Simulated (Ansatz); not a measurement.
**Lu: which structure wins at one pressure**

Which of fcc, bcc, hcp, dhcp, diamond, beta tin has the lowest enthalpy for Lu at one common pressure? Methods of the runs shown: LAPW. Companion runs by PAW are cited.

Method: DFT, LDA, all-electron LAPW, scalar-relativistic, in Ansatz 0.2.0.

1 further run of the same task is left out (it didn't finish). Runs told in other sessions of the task aren't counted.

## (1) The structure to begin with

It takes space group Fm-3m (No. 225, cubic). Conventional cell: a = 3.476 Å, b = 3.476 Å, c = 3.476 Å, α = 90.00°, β = 90.00°, γ = 90.00°. Lu (site symmetry m-3m) is surrounded by 12 Lu at 2.46 Å.

Coordinates:

```cif
data_structure
_symmetry_space_group_name_H-M 'Fm-3m'
_symmetry_Int_Tables_number 225
_cell_length_a 3.4756
_cell_length_b 3.4756
_cell_length_c 3.4756
_cell_angle_alpha 90.000
_cell_angle_beta 90.000
_cell_angle_gamma 90.000
_cell_volume 41.98
loop_
_atom_site_label
_atom_site_type_symbol
_atom_site_symmetry_multiplicity
_atom_site_Wyckoff_symbol
_atom_site_fract_x
_atom_site_fract_y
_atom_site_fract_z
_atom_site_occupancy
Lu1 Lu 4 a 0.00000 0.00000 0.00000 1
```

The file gives the conventional cell by its symmetry; the runs use the cell typed in the input.

## (2) Fcc relaxed under pressure, LAPW

input.yaml reads:

```yaml
crystal:
  lattice:
    - [0.0, 1.7378034988, 1.7378034988]
    - [1.7378034988, 0.0, 1.7378034988]
    - [1.7378034988, 1.7378034988, 0.0]
  atoms:
    - { symbol: Lu, position: [0.0, 0.0, 0.0] }
kpoints:
  mp_grid: { grid: [19, 19, 19] }
scf:
  occupations: { method: fermi_dirac, width: 0.08 }
hamiltonian:
  xc: lda
  pseudopotentials: { kind: all_electron, lapw: { basis_error: 0.0005 } }
output:
  forces: true
  stress: true
  eigenvalues: true
relax:
  f_tol: 0.005
  max_steps: 12
  cell: { p_target: 250.0, stress_tol: 0.125 }
```

On the command line:

```console
ansatz run input.yaml --threads 1 --pin off --max-ram 3584MiB --backend cpu --events-out ev --progress --plain --runs-dir out
```

The runs that follow: Bcc relaxed under pressure, LAPW; Hcp relaxed under pressure, LAPW; Dhcp at the cell that PAW relaxed, LAPW; Diamond relaxed under pressure, LAPW.

Q: Predict the outcome of this session. Wanted: pressure; lowest (for each run or level that gives them).

The runs gave:

| quantity | value |
| --- | --- |
| pressure | 250 GPa |
| lowest (LAPW) | fcc, 13.8 meV/atom under dhcp |
| lowest (PAW) | fcc, 13.9 meV/atom under dhcp |

What this shows: By LAPW the order is fcc < dhcp < bcc < hcp < diamond. By PAW the order is fcc < dhcp < bcc < hcp < beta tin < diamond. Only these structures were tried, with electrons smeared by 0.08 eV and without vibrations, so the true ground state may be another. The k meshes differ between phases and weren't tested, which can move differences by some meV. Spin-orbit coupling is left out, though the cell holds Lu; in elements this heavy it can shift bands and gaps by tenths of an eV.
